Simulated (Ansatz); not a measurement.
# GeMo (CsCl type): the cost of one run

Method: DFT, r2SCAN, PAW with Ansatz's default frozen-core files, scalar-relativistic, in Ansatz 0.2.0.

## Step 1: The system as given

The structure is cubic, space group Pm-3m (No. 221). Conventional cell: a = 3.004 Å, b = 3.004 Å, c = 3.004 Å, α = 90.00°, β = 90.00°, γ = 90.00°. Mo (site symmetry m-3m) has 8 Ge at 2.60 Å as nearest neighbours. Ge (site symmetry m-3m) has 8 Mo at 2.60 Å as nearest neighbours.

Coordinates:

```cif
data_structure
_symmetry_space_group_name_H-M 'P 1'
_symmetry_Int_Tables_number 1
_cell_length_a 3.0035
_cell_length_b 3.0035
_cell_length_c 3.0035
_cell_angle_alpha 90.000
_cell_angle_beta 90.000
_cell_angle_gamma 90.000
_cell_volume 27.10
loop_
_atom_site_label
_atom_site_type_symbol
_atom_site_fract_x
_atom_site_fract_y
_atom_site_fract_z
_atom_site_occupancy
Mo1 Mo 0.00000 0.00000 0.00000 1
Ge1 Ge 0.50000 0.50000 0.50000 1
```

Whether this phase is the stable one at these pressures isn't tested.

Atoms are numbered in the order of the input: Mo1, Ge2.

## Step 2: Cell relaxed at zero pressure, PAW

File input.yaml:

```yaml
crystal:
  lattice:
    - [3.0035410164, 0.0, 0.0]
    - [0.0, 3.0035410164, 0.0]
    - [0.0, 0.0, 3.0035410164]
  atoms:
    - { symbol: Mo, position: [0.0, 0.0, 0.0] }
    - { symbol: Ge, position: [0.5, 0.5, 0.5] }
kpoints:
  mp_grid: { grid: [14, 14, 14] }
scf:
  occupations: { method: fermi_dirac, width: 0.05 }
hamiltonian:
  xc: r2scan
  pseudopotentials: { kind: paw }
output:
  forces: true
  stress: true
relax:
  f_tol: 0.005
  max_steps: 40
  cell: {}
```

Started as:

```bash
ansatz run input.yaml --threads 1 --pin off --max-ram 2048MiB --backend cpu --events-out ev --progress --plain --runs-dir out
```

What time and memory should one allow on 1 thread of Arm Neoverse V2, shared host?

About 35 s, with a peak of 0.43 GiB.
